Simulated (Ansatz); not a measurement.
**CH5B2NO: how energies converge with the basis set**

One table from this session's results is given with a row withheld; the runs are named, their logs left out.

Program: Ansatz 0.2.0, Gaussian basis. Level of theory: one geometry, several basis sets. These are calculated values, not measurements.

Levels to be run: PBE0-D4/def2-SVP; ωB97M-V/def2-SVP; PBE0-D4/def2-QZVPP; ωB97M-V/def2-QZVPP; the functionals' def2-TZVPP values are taken from earlier runs.

## The geometry

All runs share one geometry, relaxed beforehand with PBE0-D4 in a triple-zeta def2 set.

10 atoms, charge 0, spin multiplicity 1.

Atoms are counted from 1 here; the program's logs count them from 0.

Bond lengths: B1–C2 1.530 Å, B1–B4 1.719 Å, B1–H6 1.219 Å, B1–H7 1.194 Å, C2–N3 1.326 Å, C2–O5 1.367 Å, N3–H8 1.004 Å, N3–H9 1.007 Å, B4–O5 1.408 Å, B4–H10 1.192 Å. Angles: C2–B1–B4 68.0°, C2–B1–H6 107.5°, C2–B1–H7 125.3°, B4–B1–H6 86.0°, B4–B1–H7 135.7°, H6–B1–H7 120.3°, B1–C2–N3 135.7°, B1–C2–O5 105.5°, N3–C2–O5 115.4°, C2–N3–H8 119.3°, C2–N3–H9 121.2°, H8–N3–H9 119.3°, B1–B4–O5 94.7°, B1–B4–H10 144.3°, O5–B4–H10 121.0°, C2–O5–B4 82.1°.

Set-up of the first run:

Input file in.yaml:

```yaml
crystal:
  periodic: [false, false, false]
  atoms:
    - {symbol: B, position_ang: [-0.691387, 0.435105, 0.873962]}
    - {symbol: C, position_ang: [-0.149709, -0.362866, -0.314069]}
    - {symbol: N, position_ang: [0.372426, -1.568993, -0.487267]}
    - {symbol: B, position_ang: [0.360309, 1.375691, -0.107214]}
    - {symbol: O, position_ang: [0.204437, 0.568787, -1.250254]}
    - {symbol: H, position_ang: [-1.582656, 1.154032, 0.457223]}
    - {symbol: H, position_ang: [-0.697288, 0.063732, 2.008623]}
    - {symbol: H, position_ang: [0.175701, -2.290585, 0.181890]}
    - {symbol: H, position_ang: [1.016303, -1.755264, -1.238497]}
    - {symbol: H, position_ang: [1.075063, 2.329159, -0.121496]}
basis:
  gaussian: {orbitals: def2-SVP}
hamiltonian: {xc: pbe0, dispersion: d4}
output: {orbitals: {seedname: orbitals}}
```

The run is started by

```bash
$ ansatz run in.yaml --threads 2 --pin off --events-out ev --progress --plain --max-ram 4352MiB
```

Among the steps run: PBE0-D4 in def2-SVP; ωB97M-V in def2-SVP; PBE0-D4 in def2-QZVPP; ωB97M-V in def2-QZVPP.

One of the session's tables, all rows but one given; the rest of the session is left out.

| functional | basis | HOMO (eV) | LUMO (eV) |
| --- | --- | --- | --- |
| PBE0-D4 | def2-SVP | -6.74 | -0.21 |
| PBE0-D4 | def2-TZVPP | -6.84 | -0.38 |
| PBE0-D4 | def2-QZVPP | -6.86 | -0.43 |
| ωB97M-V | def2-SVP | ? | ? |
| ωB97M-V | def2-TZVPP | -8.98 | 1.60 |
| ωB97M-V | def2-QZVPP | -9.00 | 1.21 |

Estimate the missing values for ωB97M-V, def2-SVP.

The run gave: HOMO (eV): -8.85; LUMO (eV): 1.95. In the column «HOMO (eV)» it lies between ωB97M-V, def2-TZVPP (-8.98) and PBE0-D4, def2-QZVPP (-6.86).
